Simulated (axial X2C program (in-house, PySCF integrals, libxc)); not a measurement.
**A two-component session on RhCa: properties at the nuclei**

Aim: properties at the nuclei of RhCa, with spin–orbit coupling in the Hamiltonian from the start.

Computed with an in-house X2C program for linear molecules on PySCF integrals. Level: two-component X2C with atomic mean-field terms, Rh dyall-cv3z, Ca dyall-cv3z.

All values are calculated.

**1. Set-up**

task.json reads:

```json
{"zs": [45, 20], "q": 0, "bas": ["dyall-cv3z", "dyall-cv3z"], "r0": 2.96, "levels": ["PBE0", "HF", "PBE50", "BHandHLYP", "B3LYP"], "nst": 3}
```

Keys: zs atomic numbers; q charge; bas basis sets; r0 starting distance in Å; levels methods (HF also brings MP2); nst determinants followed.

Command:

```bash
$ python soeom.py task.json out
```

Further steps of the session: Expectation values, lowest determinant; Expectation values, a higher determinant; Expectation values, a higher determinant.

Q: Predict the outcome of this session. Wanted: lowest determinant; Eeff magnitude; Ws magnitude Rh; A∥/gI Rh; qzz Rh; higher determinant (for each run or level that gives them).

As calculated:

| quantity | value |
| --- | --- |
| lowest determinant | Ω = 5/2 (excess of +ω over −ω: ω = 5/2) |
| Eeff magnitude (GV/cm), PBE0 | 0.0561 |
| Ws magnitude Rh (kHz), PBE0 | 0.0119 |
| A∥/gI Rh (MHz), PBE0 | 555 |
| qzz Rh (a.u.), PBE0 | -1.97 |
| higher determinant | Ω = 3/2 (excess of +ω over −ω: ω = 3/2) |
| Eeff magnitude (GV/cm), PBE0, higher determinant | 0.0411 |
| Ws magnitude Rh (kHz), PBE0, higher determinant | 0.0318 |
| A∥/gI Rh (MHz), PBE0, higher determinant | 512 |
| qzz Rh (a.u.), PBE0, higher determinant | -1.97 |
| higher determinant | Ω = 1/2 (excess of +ω over −ω: ω = 1/2) |
| Eeff magnitude (GV/cm), PBE0, higher determinant | 0.0955 |
| Ws magnitude Rh (kHz), PBE0, higher determinant | 0.111 |
| A∥/gI Rh (MHz), PBE0, higher determinant | 656 |
| qzz Rh (a.u.), PBE0, higher determinant | 4.11 |

**Reading.** In the first state, the effective field runs from 0.00345 to 1.25 GV/cm over the mean-field levels, so the levels don't agree on it. The expectation values come from single determinants, which for open shells can mix terms of unlike spin or miss the lowest Ω, so a determinant need not be a state. Eeff is the effective electric field on the electron dipole moment in this Ω state and Ws the scalar–pseudoscalar constant (defined with the proton number Z and per Ω); A∥ is the parallel hyperfine constant, which follows by multiplying with the nuclear g factor gI = μI/(I μN); qzz is the electric field gradient, eQq0 = 234.96 MHz × Q/barn × qzz; μ is positive if Ca is the positive end. The operators were transformed with the bare-nucleus X2C matrices.
